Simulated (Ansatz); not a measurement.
**EuTe2 (I4/mcm): equation of state**

One table from this session's results is given with a row withheld; the runs are named, their logs left out.

Program: Ansatz 0.2.0. Level of theory: DFT PBE+U (U_eff = 6 eV on Eu 4f), scalar-relativistic, plane waves, PAW. These are calculated values, not measurements.

### The starting structure

The structure is tetragonal, space group I4/mcm (No. 140). The conventional cell has a = 6.995 Å, b = 6.995 Å, c = 8.391 Å, α = 90.00°, β = 90.00°, γ = 90.00°. Eu (site symmetry 422) is surrounded by 8 Te at 3.41 Å. Te (site symmetry m2m) is surrounded by 1 Te at 2.83 Å and 4 Eu at 3.41 Å.

Coordinates:

```cif
data_structure
_symmetry_space_group_name_H-M 'I4/mcm'
_symmetry_Int_Tables_number 140
_cell_length_a 6.9947
_cell_length_b 6.9947
_cell_length_c 8.3907
_cell_angle_alpha 90.000
_cell_angle_beta 90.000
_cell_angle_gamma 90.000
_cell_volume 410.52
loop_
_atom_site_label
_atom_site_type_symbol
_atom_site_symmetry_multiplicity
_atom_site_Wyckoff_symbol
_atom_site_fract_x
_atom_site_fract_y
_atom_site_fract_z
_atom_site_occupancy
Eu1 Eu 4 a 0.00000 0.00000 0.75000 1
Te1 Te 8 h 0.35692 0.85692 0.50000 1
```

This cell comes from an earlier session at PBE+U (U_eff = 6 eV on Eu 4f): 34.210 Å³/atom at 0.01 GPa, on a 6×6×6 mesh. The large moments point both ways and cancel.

Volume factors to run: 0.980, 1.020, 0.960, 1.040.

The first run:

input.yaml

```yaml
crystal:
  lattice:
    - [6.9477292768, 0.0, 0.0]
    - [0.0, 6.9477292768, 0.0]
    - [0.0, 0.0, 8.3343573877]
  atoms:
    - { symbol: Eu, position: [0.0, 0.0, 0.75], spin: 7.65 }
    - { symbol: Eu, position: [0.0, 0.0, 0.25], spin: -7.65 }
    - { symbol: Te, position: [0.3569159141, -0.1430840859, 0.5] }
    - { symbol: Te, position: [0.1430840859, 0.3569159141, 0.5] }
    - { symbol: Te, position: [0.1430840859, 0.6430840859, 0.0] }
    - { symbol: Te, position: [0.3569159141, 0.1430840859, 0.0] }
    - { symbol: Eu, position: [0.5, 0.5, 1.25], spin: -7.65 }
    - { symbol: Eu, position: [0.5, 0.5, 0.75], spin: 7.65 }
    - { symbol: Te, position: [0.8569159141, 0.3569159141, 1.0] }
    - { symbol: Te, position: [0.6430840859, 0.8569159141, 1.0] }
    - { symbol: Te, position: [0.6430840859, 1.1430840859, 0.5] }
    - { symbol: Te, position: [0.8569159141, 0.6430840859, 0.5] }
basis:
  ecutwfc: 420
  ecutrho_ratio: 4
kpoints:
  mp_grid: { grid: [6, 6, 6] }
hamiltonian:
  xc: pbe
  hubbard:
    sites:
      - { species: Eu, l: f, u_eff: 6.0, starting_ns: start.occupation_matrices }
    ns_hold: { iters: 6 }
scf:
  occupations: { method: gaussian, width: 0.05 }
  lower_state_search: "off"
output:
  forces: true
  stress: true
  eigenvalues: true
  populations: true
magnetization:
  spin_polarized: true
relax:
  f_tol: 0.01
  max_steps: 40
  cell: { stress_tol: 0.1, fix: [volume] }
```

start.occupation_matrices holds the open shells' occupation matrices from the neighbouring geometry.

Started as:

```console
$ ansatz run input.yaml --threads 8 --pin off --max-ram 22528MiB --backend cpu --events-out ev --progress --plain --runs-dir out
```

Among the steps run: Volume × 0.980; Scaling the volume by 1.020; Volume × 0.960; Scaling the volume by 1.040.

One of the session's tables, all rows but one given; the rest of the session is left out.

It belongs to the step «Energy and pressure against volume». 

```
volume (Å³/atom)  energy (meV/atom)  pressure (GPa)  gap (eV)
          32.841               6.10            1.47      0.09
          33.526               1.49            0.70      0.10
          34.210               0.00            0.01      0.11
          34.894                  ?               ?         ?
          35.578               5.12           -1.17      0.14
```

Q: Estimate the row for volume (Å³/atom) = 34.894 from the others.

Worked estimate for «energy (meV/atom)». A straight line through the neighbours (34.210, 0.00) and (35.578, 5.12) gives 0.00 + (5.12 − 0.00) × (34.894 − 34.210) / (35.578 − 34.210) = 2.56; a parabola fitted to 3 rows on both sides gives 1.21.

The run gave: energy (meV/atom): 1.30; pressure (GPa): -0.61; gap (eV): 0.13. In «energy (meV/atom)» the line misses by +1.26 and the parabola by -0.09.

Caveats from the session: Warnings in the runs' records: stability check not made.
